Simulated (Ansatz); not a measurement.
**MoH+ (singlet): wave-function methods side by side at distance Mo1–H2 = 3.047 Å, def2-SVP**

The task here is to estimate one member of a computed series from the others.

Program: Ansatz 0.2.0, Gaussian basis. Level of theory: def2-SVP, core rule «outside noble gas», up to 4 orbitals frozen. These are calculated values, not measurements.

The runs, in order: UHF; CCSD(T) on RHF; CCSD(T) on UHF; CISD; CCSDT(Q) on RHF; CCSDT(Q) on UHF; CASSCF and MRCISD+Q, 2 electrons in 2 orbitals; CASSCF and NEVPT2, 2 electrons in 2 orbitals; Full CI.

62 further runs of the same task are left out: 41 for a known fault of the program, 19 that didn't finish, 2 set aside as unsound or not needed.

## What is computed

The geometry derives from a PBE0/def2-TZVP stationary point (not a proven minimum). One bond is set to the value named and the two fragments are kept rigid. No spin-orbit coupling is included. Elements past krypton take def2 core potentials.

2 atoms, charge 1, spin multiplicity 1.

Atoms are counted from 1 here; the program's logs count them from 0.

No contacts short enough for the rule that draws bonds.

Set-up of the first run:

File in.yaml:

```yaml
crystal:
  periodic: [false, false, false]
  atoms:
    - {symbol: Mo, position_ang: [0.000000, 0.000000, 0.000000]}
    - {symbol: H, position_ang: [0.000000, 0.000000, 3.047000]}
basis:
  gaussian: {orbitals: def2-SVP}
total_charge: 1
magnetization: {spin_polarized: true, initial_magnetization: 0}
hamiltonian: {xc: hf}
output: {orbitals: {seedname: orbitals}}
```

Run with:

```console
$ ansatz run in.yaml --threads 1 --pin off --events-out ev --progress --plain --max-ram 2393MiB
```

Among the steps run: UHF; CCSD(T) on RHF; CCSD(T) on UHF; CISD; CCSDT(Q) on RHF; CCSDT(Q) on UHF; CASSCF and MRCISD+Q, 2 electrons in 2 orbitals; CASSCF and NEVPT2, 2 electrons in 2 orbitals; Full CI.

One of the session's tables, all rows but one given; the rest of the session is left out.

```
   method  from FCI (meV)
      RHF         +4399.6
     RMP2               ?
     CISD         +1097.1
    RCCSD          +537.4
 RCCSD(T)          -299.2
   RCCSDT           +81.3
RCCSDT(Q)          -158.0
      FCI               0
```

Q: Estimate the row for RMP2 from the others.

The run gave: from FCI (meV): +2163.6. In the column «from FCI (meV)» it lies between CISD (+1097.1) and RHF (+4399.6).

Left out of the table: CASSCF pair, NEVPT2 pair, MRCISD pair, MRCISD+Q pair (the active space lost an orbital or holds another state than full CI finds).

Left out of the table: UHF, UMP2, UCCSD, UCCSD(T), UCCSDT, UCCSDT(Q) (another determinant or state than the rows shown).

To keep in mind: The program flags RCCSD(T), RCCSDT(Q) as in doubt, so those rows may rest on another solution; read them beside their warnings. RCCSD(T), RCCSDT(Q) fall below full CI, which methods that aren't variational can do.
